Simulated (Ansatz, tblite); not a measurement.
# The cluster ZrAu12: a ladder of methods and basis sets

One table from this session's results is given with a row withheld; the runs are named, their logs left out.

Program: Ansatz 0.2.0, Gaussian basis. Level of theory: as each input shows. These are calculated values, not measurements.

The runs, in order: GFN1-xTB, GFN2-xTB, PBE-D4/def2-TZVP, r2SCAN-D4/def2-TZVP, CAM-B3LYP-D4/def2-TZVP, PBE-D4/def2-SVP, PBE0-D4/def2-SVP, MP2/def2-TZVP, RPA/def2-TZVP.

3 further runs of the same task are left out: 1 for a known fault of the program, 2 set aside as unsound or not needed.

### The geometry

The geometry is that of the singlet, from an earlier relaxation (PBE-D4/def2-SVP). At that level it is the lowest of the isomers that a small search found.

13 atoms, charge 0, spin multiplicity 1.

Bond lengths: Zr1–Au2 2.786 Å, Zr1–Au4 2.902 Å, Zr1–Au5 2.902 Å, Zr1–Au6 2.902 Å, Zr1–Au7 2.825 Å, Zr1–Au8 2.824 Å, Zr1–Au10 2.787 Å, Zr1–Au11 2.825 Å, Zr1–Au12 2.825 Å, Zr1–Au13 2.902 Å, Au2–Au4 2.673 Å, Au2–Au13 2.673 Å, Au3–Au5 2.803 Å, Au3–Au7 2.803 Å, Au3–Au12 2.802 Å, Au3–Au13 2.804 Å, Au4–Au6 2.887 Å, Au4–Au9 2.804 Å and more. Angles: Au2–Zr1–Au4 56.0°, Au2–Zr1–Au5 98.7°, Au2–Zr1–Au6 98.6°, Au2–Zr1–Au7 94.7°, Au2–Zr1–Au8 151.1°, Au2–Zr1–Au10 90.8°, Au2–Zr1–Au11 94.7°, Au2–Zr1–Au12 151.1°, Au2–Zr1–Au13 56.0°, Au4–Zr1–Au5 146.1°, Au4–Zr1–Au6 59.7°, Au4–Zr1–Au7 108.0°, Au4–Zr1–Au8 95.1°, Au4–Zr1–Au10 98.5°, Au4–Zr1–Au11 62.3°, Au4–Zr1–Au12 149.6°, Au4–Zr1–Au13 109.6°, Au5–Zr1–Au6 109.6° and more.

As a file:

```
atom    x (Å)    y (Å)    z (Å)
 Zr1  -0.0991  -1.0622   1.1095
 Au2  -2.8548  -1.2480   1.4730
 Au3   0.3867   2.4756  -0.0918
 Au4  -1.5776  -3.5589   1.0560
 Au5   0.3590   1.4366   2.5119
 Au6   0.7128  -3.2829   2.7917
 Au7  -0.2833   0.1171  -1.4510
 Au8   2.4121  -2.2478   0.5948
 Au9   0.9198  -4.6046   0.3273
Au10   0.2888  -0.8697   3.8631
Au11  -0.0808  -2.5476  -1.2932
Au12   2.2120   0.4160   0.4351
Au13  -1.9324   1.1626   0.7787
```

Au, Zr take a core potential in the def2 sets. No spin-orbit coupling is included.

PBE0-D4/def2-TZVP was run before; its log isn't repeated, and its numbers join the tables.

Set-up of the first run:

Tight binding, by tblite at 300 K electronic temperature and without a spin-polarisation term:

```python
tblite.interface.Calculator('GFN1-xTB', numbers, positions, charge=0, uhf=0).singlepoint()
```

Tight binding, by tblite at 300 K electronic temperature and without a spin-polarisation term:

```python
tblite.interface.Calculator('GFN2-xTB', numbers, positions, charge=0, uhf=0).singlepoint()
```

start.molden holds the orbitals of an earlier run on this state, given as this run's starting guess.

Contents of in.yaml:

```yaml
crystal:
  periodic: [false, false, false]
  atoms:
    - {symbol: Zr, position_ang: [-0.099116, -1.062197, 1.109510]}
    - {symbol: Au, position_ang: [-2.854798, -1.247964, 1.472960]}
    - {symbol: Au, position_ang: [0.386689, 2.475627, -0.091777]}
    - {symbol: Au, position_ang: [-1.577622, -3.558868, 1.055977]}
    - {symbol: Au, position_ang: [0.358997, 1.436647, 2.511908]}
    - {symbol: Au, position_ang: [0.712760, -3.282871, 2.791659]}
    - {symbol: Au, position_ang: [-0.283274, 0.117072, -1.450956]}
    - {symbol: Au, position_ang: [2.412127, -2.247793, 0.594753]}
    - {symbol: Au, position_ang: [0.919822, -4.604551, 0.327338]}
    - {symbol: Au, position_ang: [0.288755, -0.869747, 3.863093]}
    - {symbol: Au, position_ang: [-0.080792, -2.547588, -1.293237]}
    - {symbol: Au, position_ang: [2.211970, 0.415968, 0.435110]}
    - {symbol: Au, position_ang: [-1.932418, 1.162563, 0.778664]}
basis:
  gaussian: {orbitals: def2-TZVP, fitting: {mean_field: def2-universal-jkfit}, initial_orbitals: start.molden}
hamiltonian: {xc: pbe, dispersion: d4}
scf: {omitted_lower_state_checks: [starts]}
output: {forces: true, orbitals: {seedname: orbitals}}
```

The run is started by

```
ansatz run in.yaml --threads 2 --pin off --events-out ev --progress --plain --max-ram 22528MiB --backend cuda --devices 0, --max-vram 18GiB
```

Steps of the session up to this table: PBE-D4/def2-TZVP; r2SCAN-D4/def2-TZVP; CAM-B3LYP-D4/def2-TZVP; PBE-D4/def2-SVP; PBE0-D4/def2-SVP; MP2/def2-TZVP; RPA/def2-TZVP.

One table of the session follows, with a row left open; its other results are not shown here.

It belongs to the step «Binding energy». 

| level | binding an atom (eV) |
| --- | --- |
| HF/def2-TZVP | 0.942 |
| PBE0-D4/def2-SVP | ? |
| PBE0-D4/def2-TZVP | 2.490 |
| CAM-B3LYP-D4/def2-TZVP | 2.286 |
| MP2/def2-TZVP | 3.148 |

**Question.** Estimate the row for PBE0-D4/def2-SVP.

As computed: binding an atom (eV): 2.418. In the column «binding an atom (eV)» it lies between CAM-B3LYP-D4/def2-TZVP (2.286) and PBE0-D4/def2-TZVP (2.490).

Caveats from the session: Free atoms were run apart at each level; binding is atoms less cluster, divided by the number of atoms, without zero-point or spin-orbit terms.
